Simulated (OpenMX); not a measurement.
Runs of OpenMX 3.8.5 on HfIn4SiO6. Symmetry: Cm, No. 8, monoclinic system. Conventional cell: a = 6.461 Å, b = 11.155 Å, c = 6.494 Å, α = 90.00°, β = 103.71°, γ = 90.00°. Hf (site symmetry m) has 4 O at 1.97 to 2.02 Å as nearest neighbours. In (site symmetry 1) has 3 O at 2.38 to 2.46 Å as nearest neighbours. In (site symmetry 1) has 3 O at 2.42 to 2.65 Å as nearest neighbours. Around Si (site symmetry m) lie 4 O at 1.63 to 1.66 Å. Around O (site symmetry 1) lie 1 Si at 1.65 Å. O (site symmetry m) has 1 Si at 1.66 Å as nearest neighbours. O (site symmetry m) has 1 Si at 1.63 Å as nearest neighbours. O (site symmetry 1) has 1 Hf at 1.97 Å as nearest neighbours. The cell was built by a generator and needn't be a form met in nature.

| task | level | potentials or basis | spin | k mesh | SCF threshold | max SCF cycles | grid points, held for all volumes | gap on the mesh (eV) | pressure (GPa) | V0 of scaled cells (Å³/atom) | B0 (GPa) | largest force (eV/Å) |
| --- | --- | --- | --- | --- | --- | --- | --- | --- | --- | --- | --- | --- |
| band structure | LDA | OpenMX 2013 LDA set, Hf7.0-s3p2d2f1, In7.0-s3p2d2, Si7.0-s2p2d1, O6.0-s2p2d1, grid cutoff 500 Ry | off | 5 × 5 × 5 | 1e-08 Ha | 100 | - | 0.61 | (b) | - | - | 0.79 |
| band structure | PBE | OpenMX 2013 PBE set, Hf7.0-s3p2d2, In7.0-s3p2d1, Si7.0-s2p1d1, O6.0-s2p2, grid cutoff 500 Ry | off | 5 × 5 × 5 | 1e-08 Ha | 100 | - | 0.61 | (c) | - | - | (a) |
| band structure | PBE | OpenMX 2013 PBE set, Hf7.0-s3p2d2f1, In7.0-s3p2d2, Si7.0-s2p2d1, O6.0-s2p2d1, grid cutoff 500 Ry | non-collinear, zero start, SOC | 5 × 5 × 3 | 1e-07 Ha | 100 | - | 0.60 | - | - | - | 0.82 |
| band structure | PBE | OpenMX 2013 PBE set, Hf7.0-s3p2d2f1, In7.0-s3p2d2, Si7.0-s2p2d1, O6.0-s2p2d1, grid cutoff 500 Ry | off | 5 × 5 × 5 | 1e-08 Ha | 100 | - | 0.61 | 0.7 | - | - | 0.78 |
| equation of state | LDA | OpenMX 2013 LDA set, Hf7.0-s3p2d2f1, In7.0-s3p2d2, Si7.0-s2p2d1, O6.0-s2p2d1, fixed grid of 75 × 75 × 84 points | off | 5 × 5 × 5 | 1e-08 Ha | - | 75 × 75 × 84 | - | - | 17.91 | 103 | - |
| equation of state | PBE | OpenMX 2013 PBE set, Hf7.0-s3p2d2, In7.0-s3p2d1, Si7.0-s2p1d1, O6.0-s2p2, fixed grid of 75 × 75 × 84 points | off | 5 × 5 × 5 | 1e-08 Ha | - | 75 × 75 × 84 | - | - | (d) | 85 | - |

Alike in all rows: cell as given; smearing fermi-dirac 0.05 eV.

Fill in the values left out.

(a) 0.84; (b) -5.1; (c) 1.6; (d) 19.29.

Caveats: the basis has few d functions beyond the semicore shells, which can make volumes several per cent too large; the basis of atomic orbitals isn't converged, which shifts pressures, moduli and gaps; the mesh misses the band edges, which the band path finds closer together (some runs); spin-orbit coupling is left out, which moves the levels of the heavy elements (some runs); volumes in these bases differ from converged ones by about 1 %, for some elements by several (some runs); the cell was scaled at fixed shape and fractional positions, which overstates the stiffness of a crystal with free parameters, most of all of layers and chains (some runs); total energies with and without spin-orbit coupling shouldn't be compared in this program (some runs).

A k mesh can miss the band edges, and rows without SOC leave out spin-orbit coupling on Hf, In.
